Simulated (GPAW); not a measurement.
The system is InSe2.

```
CELL_PARAMETERS angstrom
3.89489 0.00000 0.00000
0.00000 3.89489 0.00000
0.00000 0.00000 9.62623
ATOMIC_POSITIONS crystal
In 0.50000 0.00000 0.29353
In 0.00000 0.50000 0.70647
Se 0.50000 0.50000 0.00000
Se 0.00000 0.00000 0.00000
Se 0.50000 0.00000 0.63379
Se 0.00000 0.50000 0.36621
```

The cell comes from a database or a generator and needn't be the stable form of this composition.

Base run:

| Quantity | Value |
| --- | --- |
| Program | GPAW 26.7.0 |
| Functional | PBE |
| Potentials or basis | GPAW PAW data sets (gpaw-data 1.2.1) |
| Cutoff | 600 eV |
| Basis | pw |
| k mesh | 6 × 6 × 3 |
| Occupations | fermi-dirac, width 0.05 eV |
| Spin | no spin polarisation |

Its results: pressure -0.4 GPa; largest force 0.065 eV/Å.

**Question.** The run is repeated on the same cell with these changes: functional from PBE to r2SCAN. What comes out?

**Answer.** Pressure -2.1 GPa; largest force 0.185 eV/Å.

Caveats: the PAW data sets were made with another functional, which shifts forces and pressure a little (some runs).
